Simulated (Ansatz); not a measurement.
# CH7NO3Si2: the cost of one run

All numbers below are computed with Ansatz 0.2.0 (RKS PBE0-D4/def2-SVP).

### 1 The system as given

Bond lengths: O1–Si2 1.669 Å, Si2–N3 1.717 Å, N3–C4 1.480 Å, Si2–Si5 2.248 Å, C4–Si5 1.988 Å, Si5–O6 1.674 Å, Si5–O7 1.624 Å, O1–H8 0.940 Å, Si2–H9 1.513 Å, N3–H10 1.056 Å, C4–H11 1.094 Å, C4–H12 1.058 Å, O6–H13 1.022 Å, O7–H14 0.956 Å. Angles (14 of 24 angles, heavy atoms first): O1–Si2–N3 101.3°, O1–Si2–Si5 120.3°, N3–Si2–Si5 77.0°, Si2–N3–C4 102.4°, N3–C4–Si5 91.2°, Si2–Si5–C4 72.0°, Si2–Si5–O6 119.3°, Si2–Si5–O7 116.8°, C4–Si5–O6 116.4°, C4–Si5–O7 117.2°, O6–Si5–O7 110.6°, O1–Si2–H9 113.0°, N3–Si2–H9 109.6°, Si5–Si2–H9 123.7°.

Structure file:

```xyz
14

O    -0.0436   -1.8675    1.8782
Si    0.5164   -0.4298    1.2406
N     1.0142   -0.9280   -0.3256
C     0.8595    0.3122   -1.1192
Si   -0.7899    0.7941   -0.1193
O    -1.0138    2.4207    0.2067
O    -2.1798    0.1123   -0.6089
H    -0.1524   -2.5195    1.2105
H     1.7027    0.1307    1.9949
H     2.0337   -1.1915   -0.2526
H     0.5526    0.1059   -2.1483
H     1.5935    1.0713   -1.0457
H    -1.9545    2.7633    0.0000
H    -2.1517   -0.8036   -0.8824
```

### 2 End point A

The input, input.yaml:

```yaml
crystal:
  periodic: [false, false, false]
  atoms:
    - { symbol: O, position_ang: [-0.0436, -1.8675, 1.8782] }
    - { symbol: Si, position_ang: [0.5164, -0.4298, 1.2406] }
    - { symbol: "N", position_ang: [1.0142, -0.928, -0.3256] }
    - { symbol: C, position_ang: [0.8595, 0.3122, -1.1192] }
    - { symbol: Si, position_ang: [-0.7899, 0.7941, -0.1193] }
    - { symbol: O, position_ang: [-1.0138, 2.4207, 0.2067] }
    - { symbol: O, position_ang: [-2.1798, 0.1123, -0.6089] }
    - { symbol: H, position_ang: [-0.1524, -2.5195, 1.2105] }
    - { symbol: H, position_ang: [1.7027, 0.1307, 1.9949] }
    - { symbol: H, position_ang: [2.0337, -1.1915, -0.2526] }
    - { symbol: H, position_ang: [0.5526, 0.1059, -2.1483] }
    - { symbol: H, position_ang: [1.5935, 1.0713, -1.0457] }
    - { symbol: H, position_ang: [-1.9545, 2.7633, 0.0] }
    - { symbol: H, position_ang: [-2.1517, -0.8036, -0.8824] }
basis:
  gaussian: { orbitals: def2-SVP }
hamiltonian:
  xc: pbe0
  dispersion: d4
relax:
  f_tol: 0.015
  max_steps: 40
```

The run is started by

```
ansatz run input.yaml --threads 2 --pin off --max-ram 3072MiB --backend cpu --events-out ev --progress --plain --runs-dir out
```

What time and memory should one allow on 2 threads of Arm Neoverse V2, shared host?

About 75 s, with a peak of 0.42 GiB.
